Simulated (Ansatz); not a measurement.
# C₂H₆GaN: a ladder of functionals and wavefunction methods

The task here is to estimate one member of a computed series from the others.

Computed with Ansatz 0.2.0, Gaussian basis. Level: functionals in def2-TZVPP, the program's frozen cores in correlated methods.

Plan: LDA (SPW92), PBE-D4, revPBE-D4, BLYP-D4, r2SCAN-D4, B97M-V, PBE0-D4, B3LYP-D4, r2SCANh-D4, r2SCAN0-D4, HSE06-D4, BHLYP-D4, CAM-B3LYP-D4, LC-ωPBE, ωB97X-V, ωB97M-V, B2PLYP, PBE-QIDH; CCSD(T)/def2-SVP; CCSD(T)/def2-TZVPP; MP2/def2-QZVPP; extrapolation to the limit; RPA on PBE.

### The geometry

All runs share one geometry, relaxed beforehand with PBE0-D4 in a triple-zeta def2 set.

SMILES `CC#[N+][GaH3-]`, 10 atoms, charge 0, spin multiplicity 1.

Atoms are counted from 1 here; the program's logs count them from 0.

Bond lengths: C1–C2 1.443 Å, C1–H5 1.091 Å, C1–H6 1.091 Å, C1–H7 1.091 Å, C2–N3 1.144 Å, N3–Ga4 2.141 Å, Ga4–H8 1.578 Å, Ga4–H9 1.578 Å, Ga4–H10 1.578 Å. Angles: C2–C1–H5 109.7°, C2–C1–H6 109.7°, C2–C1–H7 109.7°, H5–C1–H6 109.2°, H5–C1–H7 109.2°, H6–C1–H7 109.2°, C1–C2–N3 180.0°, C2–N3–Ga4 179.9°, N3–Ga4–H8 97.6°, N3–Ga4–H9 97.6°, N3–Ga4–H10 97.6°, H8–Ga4–H9 118.3°, H8–Ga4–H10 118.3°, H9–Ga4–H10 118.3°.

The first run:

The input, in.yaml:

```yaml
crystal:
  periodic: [false, false, false]
  atoms:
    - {symbol: C, position_ang: [-1.048904, 1.001481, -1.707199]}
    - {symbol: C, position_ang: [-0.371189, 0.353924, -0.609482]}
    - {symbol: N, position_ang: [0.166052, -0.159002, 0.260136]}
    - {symbol: Ga, position_ang: [1.176435, -1.116769, 1.886153]}
    - {symbol: H, position_ang: [-2.001664, 1.407417, -1.364031]}
    - {symbol: H, position_ang: [-0.431135, 1.813418, -2.093773]}
    - {symbol: H, position_ang: [-1.232523, 0.279392, -2.504179]}
    - {symbol: H, position_ang: [0.829252, -2.606658, 1.500553]}
    - {symbol: H, position_ang: [0.369269, -0.441588, 3.061572]}
    - {symbol: H, position_ang: [2.627608, -0.582713, 1.573049]}
basis:
  gaussian: {orbitals: def2-TZVPP}
hamiltonian: {xc: lda}
output: {orbitals: {seedname: orbitals}}
```

Steps of the session up to this table: LDA; PBE-D4 (GGA); revPBE-D4 (GGA); BLYP-D4 (GGA); r2SCAN-D4 (meta-GGA); B97M-V (meta-GGA); PBE0-D4 (hybrid); B3LYP-D4 (hybrid); r2SCANh-D4 (hybrid); r2SCAN0-D4 (hybrid); HSE06-D4 (hybrid); BHLYP-D4 (hybrid); CAM-B3LYP-D4 (range-separated); LC-ωPBE-D4 (range-separated; the results give it without D4); ωB97X-V (range-separated); ωB97M-V (range-separated); B2PLYP (double hybrid); PBE-QIDH (double hybrid).

One table of the session follows, with a row left open; its other results are not shown here.

It belongs to the step «Orbital energies across the functionals». 

```
  functional  HOMO (eV)  gap (eV)
 LDA (SPW92)      -6.15      4.47
      PBE-D4      -6.09      4.60
   revPBE-D4      -6.05      4.63
     BLYP-D4      -5.99      4.61
   r2SCAN-D4          ?         ?
      B97M-V      -6.46      5.29
     PBE0-D4      -7.29      6.87
    B3LYP-D4      -7.10      6.42
  r2SCANh-D4      -6.82      5.97
  r2SCAN0-D4      -7.48      7.22
    HSE06-D4      -6.89      6.09
    BHLYP-D4      -8.44      9.16
CAM-B3LYP-D4      -8.67      9.42
     LC-ωPBE     -10.05     12.03
     ωB97X-V      -9.69     11.58
     ωB97M-V      -9.51     11.07
```

Q: Estimate the row for r2SCAN-D4 from the others.

Worked estimate for «HOMO (eV)». Against the share of exact exchange, r2SCANh-D4 (0.1, -6.82), r2SCAN0-D4 (0.25, -7.48) give a slope of -4.40 per unit share; at 0 the line stands at -6.38.

As computed: HOMO (eV): -6.38; gap (eV): 5.13. In «HOMO (eV)» the line misses by 0.00.
